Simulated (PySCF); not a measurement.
# C3H9BS: electronic excitations and core binding energies

Aim: predict the electronic excitations and core binding energies of C3H9BS (`CSB(C)C`).

Computed with PySCF 2.14.0, with density-fitted response routines of our own, on a single molecule in the gas phase. Atoms are numbered from 0 throughout.

## 1. The molecule as given

14 atoms, charge 0, multiplicity 1; geometry from: GFN2-xTB.

Bonds of the start (Å): C0–S1 1.83, S1–B2 1.78, B2–C3 1.58, B2–C4 1.58, C0–H5 1.09, C0–H6 1.08, C0–H7 1.09, C3–H8 1.09, C3–H9 1.09, C3–H10 1.09, C4–H11 1.09, C4–H12 1.09, C4–H13 1.09.

## 2. Excited states and response: PBE0/def2-SVPD

What the job is given:

```
{"job": {"kind": "uv", "xc": "PBE0", "basis": "def2-SVPD", "nstates": 8, "ntriplets": 3}, "charge": 0, "multiplicity": 1}
C      2.123569     0.842617     0.280072
S      1.159193    -0.618578     0.803056
B     -0.402960    -0.452669    -0.029555
C     -0.712315     0.775995    -0.976291
C     -1.478021    -1.586070     0.211170
H      2.269016     0.820186    -0.795198
H      3.081990     0.782960     0.784886
H      1.603608     1.748664     0.574146
H     -1.687486     0.697943    -1.451271
H     -0.697347     1.716604    -0.424130
H      0.028253     0.880084    -1.769590
H     -1.168688    -2.329542     0.942275
H     -2.427437    -1.167026     0.542849
H     -1.692053    -2.111643    -0.719563
```

Method: TDDFT PBE0/def2-SVPD, vertical, gas phase, core orbitals frozen in the response.

Started as:

```sh
$ OMP_NUM_THREADS=1 python probes_run.py task.json out
```

The driver reads the jobs from task.json and runs them one after another.

The log of the run:

```text
coarse grid: 11552 points
cycle   1  E = -542.1771303931  dE =  2.069e-01  |g| = 4.133e-01  |ddm| = 4.665e+00
cycle   2  E = -542.1720147253  dE =  5.116e-03  |g| = 4.407e-01  |ddm| = 1.085e+00
cycle   3  E = -542.2249948822  dE = -5.298e-02  |g| = 4.563e-02  |ddm| = 5.201e-01
cycle   4  E = -542.2255386716  dE = -5.438e-04  |g| = 2.054e-02  |ddm| = 1.001e-01
cycle   5  E = -542.2256674408  dE = -1.288e-04  |g| = 3.190e-03  |ddm| = 3.528e-02
cycle   6  E = -542.2256704211  dE = -2.980e-06  |g| = 9.347e-04  |ddm| = 7.764e-03
final grid: 104928 points
cycle   7  E = -542.2816081852  dE = -3.048e-05  |g| = 9.992e-03  |ddm| = 1.055e-01
cycle   8  E = -542.2815927863  dE =  1.540e-05  |g| = 1.242e-02  |ddm| = 2.860e-02
cycle   9  E = -542.2816346138  dE = -4.183e-05  |g| = 6.857e-04  |ddm| = 1.572e-02
cycle  10  E = -542.2816347606  dE = -1.468e-07  |g| = 1.433e-04  |ddm| = 1.363e-03
cycle  11  E = -542.2816347657  dE = -5.069e-09  |g| = 5.208e-05  |ddm| = 3.412e-04
cycle  12  E = -542.2816347665  dE = -8.055e-10  |g| = 1.642e-05  |ddm| = 1.170e-04
converged SCF energy = -542.2816347665

Static polarisability (au): isotropic 73.465, principal 57.214 73.451 89.730

Singlet excitations
state   eV       nm        f      main configurations
  1   6.2109    199.6   0.18285   H->L 0.95
  2   6.3534    195.1   0.00004   H-1->L 0.90
  3   6.4697    191.6   0.00616   H->L+1 0.74, H->L+2 0.14, H-1->L 0.09
  4   6.7329    184.1   0.01667   H->L+2 0.71, H->L+1 0.17
  5   6.9292    178.9   0.00131   H-2->L 0.92
  6   7.4412    166.6   0.04327   H-1->L+1 0.97
  7   7.5811    163.5   0.01053   H->L+3 0.98
  8   7.8080    158.8   0.00393   H->L+4 0.49, H-1->L+2 0.47

Triplet excitations (Tamm-Dancoff, eV): 4.8141 5.8319 6.0743
```

Run time: 28 s. Hardware: 1 thread of Arm Neoverse V1, shared host; peak memory 0.65 GiB.

Frontier orbitals and where they lie:

| orbital | eV | atoms |
| --- | --- | --- |
| HOMO−3 | -9.99 | C4 22 %, S1 22 %, C0 12 % |
| HOMO−2 | -8.94 | C4 30 %, B2 25 %, C3 11 % |
| HOMO−1 | -8.25 | S1 49 %, B2 16 %, C3 15 % |
| HOMO | -7.34 | S1 65 %, B2 13 %, C0 10 % |
| LUMO | -0.25 | B2 40 %, S1 23 %, C4 11 % |
| LUMO+1 | 0.29 | B2 31 %, S1 18 %, C0 9 % |
| LUMO+2 | 0.68 | S1 40 %, C0 12 %, B2 12 % |

With each of the 8 states as a Gaussian band of 0.4 eV half-width at 1/e, the curve within the window shown has maxima at 199 nm (ε 7,700), 166 nm (ε 2,200) L/(mol cm). Beyond the last state computed it falls off for lack of states. The curve at chosen wavelengths:

nm, ε (L/mol/cm) and a bar:
```
      153        275 
      156        663 ##
      158       1040 ###
      161       1674 ######
      164       2143 ########
      167       2228 ########
      169       2071 #######
      172       1676 ######
      175       1339 ####
      177       1252 ####
      180       1410 #####
      183       1961 #######
      186       2929 ###########
      188       3781 ##############
      191       5229 ####################
      194       6590 ##########################
      197       7492 #############################
      199       7703 ##############################
      202       7381 #############################
      205       6425 #########################
      207       5570 #####################
      210       4191 ################
      213       2915 ###########
      216       1887 #######
      218       1361 ####
      221        791 ##
```

Further results of this job:

```
           property  computed
  dipole moment (D)      1.53
polarisability (Å³)     10.89
 HOMO–LUMO gap (eV)      7.09
      −ε(HOMO) (eV)      7.34
```

## 3. Core holes by ΔSCF: SCAN, X2C

The job, as its differences from that of step 2:

```diff
@@ -1,2 +1,2 @@
-{"job": {"kind": "uv", "xc": "PBE0", "basis": "def2-SVPD", "nstates": 8, "ntriplets": 3}, "charge": 0, "multiplicity": 1}
+{"job": {"kind": "xps"}, "charge": 0, "multiplicity": 1}
 C      2.123569     0.842617     0.280072
```

With the program's defaults for keys left out, this is: delta-SCF UKS SCAN, pcX-2 on the ionised atom, pcseg-1 elsewhere, spin-free X2C.

The log of the run:

```text
ground state, core basis on atom 0 (C), 150 functions
  cycle   1  E = -543.66610606  |g| = 5.72e-01
  cycle   2  E = -543.61745690  |g| = 6.95e-01
  cycle   3  E = -543.75442301  |g| = 7.80e-02
  cycle   4  E = -543.75598590  |g| = 3.73e-02
  cycle   5  E = -543.75642911  |g| = 7.35e-03
  cycle   6  E = -543.75644305  |g| = 3.18e-03
  cycle   7  E = -543.75644456  |g| = 1.29e-03
  cycle   8  E = -543.75644428  |g| = 9.21e-05
  E(ground) = -543.77735668 Eh
hole in C 1s of atom 0
  cycle   1  E = -532.48208082  |g| = 1.50e+00
  cycle   2  E = -531.47139652  |g| = 1.97e+00
  cycle   3  E = -532.94174960  |g| = 4.54e-01
  cycle   4  E = -533.00715807  |g| = 2.73e-01
  cycle   5  E = -533.05277606  |g| = 6.37e-02
  cycle   6  E = -533.05463250  |g| = 1.70e-02
  cycle   7  E = -533.05480688  |g| = 6.60e-03
  cycle   8  E = -533.05483622  |g| = 2.37e-03
  cycle   9  E = -533.05484063  |g| = 1.16e-03
  cycle  10  E = -533.05484358  |g| = 4.64e-04
  E(ion) = -533.07664002 Eh   <S^2> = 0.7728   hole on atom = 1.000   binding energy = 291.181 eV
ground state, core basis on atom 1 (S), 161 functions
  cycle   1  E = -543.90419857  |g| = 4.05e-01
  cycle   2  E = -543.90384708  |g| = 5.30e-02
  cycle   3  E = -543.90267201  |g| = 8.27e-02
  cycle   4  E = -543.90464036  |g| = 6.24e-03
  cycle   5  E = -543.90464395  |g| = 3.48e-03
  cycle   6  E = -543.90464722  |g| = 4.14e-04
  E(ground) = -543.91181318 Eh
hole in S 1s of atom 1
  cycle   1  E = -451.67556463  |g| = 5.08e+00
  cycle   2  E = -451.90100590  |g| = 2.22e+00
  cycle   3  E = -452.26756122  |g| = 1.07e+00
  cycle   4  E = -452.83398936  |g| = 3.45e-01
  cycle   5  E = -452.88838069  |g| = 1.22e-01
  cycle   6  E = -452.89614728  |g| = 2.77e-02
  cycle   7  E = -452.89647225  |g| = 9.07e-03
  cycle   8  E = -452.89650412  |g| = 5.20e-03
  cycle   9  E = -452.89651796  |g| = 9.05e-04
  cycle  10  E = -452.89651836  |g| = 4.40e-04
  E(ion) = -452.89522683 Eh   <S^2> = 0.7515   hole on atom = 1.000   binding energy = 2476.687 eV
hole in S 2p of atom 1
  cycle   1  E = -537.22847076  |g| = 1.52e+00
  cycle   2  E = -537.07767134  |g| = 1.32e+00
  cycle   3  E = -537.61508364  |g| = 3.23e-01
  cycle   4  E = -537.66691675  |g| = 1.17e-01
  cycle   5  E = -537.67313041  |g| = 4.43e-02
  cycle   6  E = -537.67412473  |g| = 1.05e-02
  cycle   7  E = -537.67417022  |g| = 5.59e-03
  cycle   8  E = -537.67418805  |g| = 1.81e-03
  cycle   9  E = -537.67419163  |g| = 1.07e-03
  cycle  10  E = -537.67419227  |g| = 4.42e-04
  E(ion) = -537.68773757 Eh   <S^2> = 0.7555   hole on atom = 1.001   binding energy = 169.366 eV
  2p3/2 = 168.811 eV   2p1/2 = 170.048 eV
ground state, core basis on atom 2 (B), 150 functions
  cycle   1  E = -543.74977961  |g| = 5.33e-02
  cycle   2  E = -543.74947851  |g| = 4.47e-02
  cycle   3  E = -543.74996858  |g| = 1.93e-02
  cycle   4  E = -543.75007139  |g| = 5.49e-03
  cycle   5  E = -543.75008283  |g| = 8.64e-04
  cycle   6  E = -543.75007971  |g| = 2.75e-04
  E(ground) = -543.77265934 Eh
hole in B 1s of atom 2
  cycle   1  E = -536.14079329  |g| = 1.18e+00
  cycle   2  E = -534.53118316  |g| = 1.99e+00
  cycle   3  E = -536.38825450  |g| = 5.08e-01
  cycle   4  E = -536.46068696  |g| = 3.92e-01
  cycle   5  E = -536.56422899  |g| = 7.33e-02
  cycle   6  E = -536.56703713  |g| = 3.50e-02
  cycle   7  E = -536.56775070  |g| = 1.46e-02
  cycle   8  E = -536.56791728  |g| = 7.06e-03
  cycle   9  E = -536.56797290  |g| = 4.31e-03
  cycle  10  E = -536.56799913  |g| = 2.96e-03
  cycle  11  E = -536.56801695  |g| = 1.17e-03
  cycle  12  E = -536.56801719  |g| = 4.88e-04
  E(ion) = -536.59180390 Eh   <S^2> = 0.8425   hole on atom = 1.000   binding energy = 195.401 eV
ground state, core basis on atom 3 (C), 150 functions
  cycle   1  E = -543.75515800  |g| = 5.86e-02
  cycle   2  E = -543.75496803  |g| = 3.16e-02
  cycle   3  E = -543.75499465  |g| = 3.01e-02
  cycle   4  E = -543.75527824  |g| = 4.28e-03
  cycle   5  E = -543.75528164  |g| = 2.90e-04
  E(ground) = -543.77622518 Eh
hole in C 1s of atom 3
  cycle   1  E = -532.53935447  |g| = 1.50e+00
  cycle   2  E = -531.94738350  |g| = 1.73e+00
  cycle   3  E = -533.01386037  |g| = 3.93e-01
  cycle   4  E = -533.02498376  |g| = 3.33e-01
  cycle   5  E = -533.09781475  |g| = 4.84e-02
  cycle   6  E = -533.09894246  |g| = 1.86e-02
  cycle   7  E = -533.09911738  |g| = 7.13e-03
  cycle   8  E = -533.09914558  |g| = 2.50e-03
  cycle   9  E = -533.09914974  |g| = 1.07e-03
  cycle  10  E = -533.09915061  |g| = 3.76e-04
  E(ion) = -533.11908830 Eh   <S^2> = 0.7660   hole on atom = 1.000   binding energy = 289.995 eV
```

It took 47 s on 1 thread of Arm Neoverse V1, shared host; peak memory 0.5 GiB.

Binding energies by hole, beside the orbital energy of the ground state; the difference holds orbital relaxation and, for a density functional, its self-interaction error:

```
     hole  stands for                environment  ΔSCF (eV; 2p as the shell's mean)  −ε (eV)   ⟨S²⟩
C1s on C0          C0  methyl carbon bonded to S                             291.18    274.4  0.773
S1s on S1          S1      sulfur bonded to C, B                            2476.69   2414.7  0.752
S2p on S1          S1      sulfur bonded to C, B                             169.22    157.8  0.756
B1s on B2          B2     boron bonded to 2 C, S                             195.40    180.1  0.842
C1s on C3      C3, C4  methyl carbon bonded to B                             290.00    272.9  0.766
```

Each hole run stands for the others of its class of like atoms.

With the spin-orbit splitting: S1 2p3/2 168.81, 2p1/2 170.05 eV. The table gives each 2p level as the mean over the whole 2p shell (two parts 2p3/2, one part 2p1/2), which differs a little from the single hole in the log.

## 4. What came out

| quantity | value |
| --- | --- |
| lowest singlet (PBE0/def2-SVPD) | 6.21 eV (200 nm), f = 0.183 |
| lowest triplet | 4.81 eV |
| C1s binding energies, SCAN/pcX-2 | C0 291.18, C3 290.00 eV |
| S1s binding energies, SCAN/pcX-2 | S1 2476.69 eV |
| S2p binding energies, SCAN/pcX-2 | S1 169.22 eV |
| B1s binding energies, SCAN/pcX-2 | B2 195.40 eV |

What this shows: The first singlet state (HOMO→LUMO 0.95) lies at 6.21 eV and is bright. The lowest triplet lies 1.40 eV below the lowest singlet (triplets in Tamm-Dancoff, singlets in full TDDFT). The C1s levels kept as sound span 1.19 eV, from C3 (methyl carbon bonded to B) up to C0 (methyl carbon bonded to S).
